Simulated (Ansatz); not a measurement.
**C4S: what a guessed cell relaxes into, part 1 of 3**

Where does this trial cell of C4S go when cell and atoms are let free?

Computed with Ansatz 0.2.0 (DFT PBE, scalar-relativistic, plane waves, PAW, unless a step's input says otherwise).

## (1) The starting structure

It takes space group I-43m (No. 217, cubic). Conventional cell: a = 5.237 Å, b = 5.237 Å, c = 5.237 Å, α = 90.00°, β = 90.00°, γ = 90.00°. C (site symmetry 3m) is surrounded by 1 S at 1.98 Å. Around S (site symmetry -43m) lie 4 C at 1.98 Å.

As a file:

```cif
data_structure
_symmetry_space_group_name_H-M 'P 1'
_symmetry_Int_Tables_number 1
_cell_length_a 4.5352
_cell_length_b 4.5352
_cell_length_c 4.5352
_cell_angle_alpha 109.471
_cell_angle_beta 109.471
_cell_angle_gamma 109.471
_cell_volume 71.81
loop_
_atom_site_label
_atom_site_type_symbol
_atom_site_fract_x
_atom_site_fract_y
_atom_site_fract_z
_atom_site_occupancy
C1 C 0.43606 0.43606 0.43606 1
C2 C 0.56394 0.00000 0.00000 1
C3 C 0.00000 0.00000 0.56394 1
C4 C 0.00000 0.56394 0.00000 1
S1 S 0.00000 0.00000 0.00000 1
```

Recipe of the guess: Hg4Pt type (Im-3m) distorted into a subgroup (I-43m, No. 217). The dimensions are guesses.

## (2) A first look at the guess

File input.yaml:

```yaml
crystal:
  lattice:
    - [-2.6183882, 2.6183882, 2.6183882]
    - [2.6183882, -2.6183882, 2.6183882]
    - [2.6183882, 2.6183882, -2.6183882]
  atoms:
    - { symbol: C, position: [0.43605548, 0.43605548, 0.43605548] }
    - { symbol: C, position: [0.56394452, 0.0, 0.0] }
    - { symbol: C, position: [0.0, 0.0, 0.56394452] }
    - { symbol: C, position: [0.0, 0.56394452, 0.0] }
    - { symbol: S, position: [0.0, 0.0, 0.0] }
basis:
  ecutwfc: 420
kpoints:
  mp_grid: { grid: [6, 6, 6] }
hamiltonian:
  xc: pbe
scf:
  occupations: { method: gaussian, width: 0.1 }
  lower_state_search: "off"
output:
  forces: true
  stress: true
  eigenvalues: true
```

Command:

```sh
$ ansatz run input.yaml --threads 1 --pin off --max-ram 2048MiB --backend cpu --events-out ev --progress --plain --runs-dir out
```

The log of the run, cut to the lines that bear on the results:

```text
[...]
SCF converged after 6 iterations
Free energy (F): -1885.506538 eV
[...]
E sigma→0 (E₀):  -1885.499023 eV
Entropy (-TS):   -0.015029 eV (-3.006 meV/atom)
Fermi energy:    3.791966 eV
[...]
--- Forces (eV/Å), atoms counted from 1 ---
  atom   1  C     -0.62387975    -0.62387975    -0.62387975
  atom   2  C     -0.62387975     0.62387975     0.62387975
  atom   3  C      0.62387975     0.62387975    -0.62387975
  atom   4  C      0.62387975    -0.62387975     0.62387975
  atom   5  S      0.00000000     0.00000000     0.00000000
[...]
--- Stress (GPa, compression-positive) ---
      -20.316832      -0.000000      -0.000000
        0.000000     -20.316832      -0.000000
       -0.000000      -0.000000     -20.316832
  P = ⅓ Tr σ = -20.3168 GPa (-203.168 kbar)
--- Band table (eV; the first three rows and the last of 16) ---
  k-point 0: bands = ["-12.7360", "-5.2228", "-5.2228", "-5.2228", "-3.5146", "-1.8163", "-1.8163", "-1.8163", "2.3458", "2.3458", "2.3458", "5.8268", "5.8268", "5.8268", "6.3390", "6.3390"]
[...]
```

Run time: 1.9 s. Hardware: 1 thread of Arm Neoverse V2, shared host; peak memory 0.36 GiB.

From the probe: pressure -20.3 GPa, largest force 1.08 eV/Å, gap on this mesh none (metal). A guess like this is first relaxed loosely on the coarse mesh.

(Continued in part 2 of 3.)
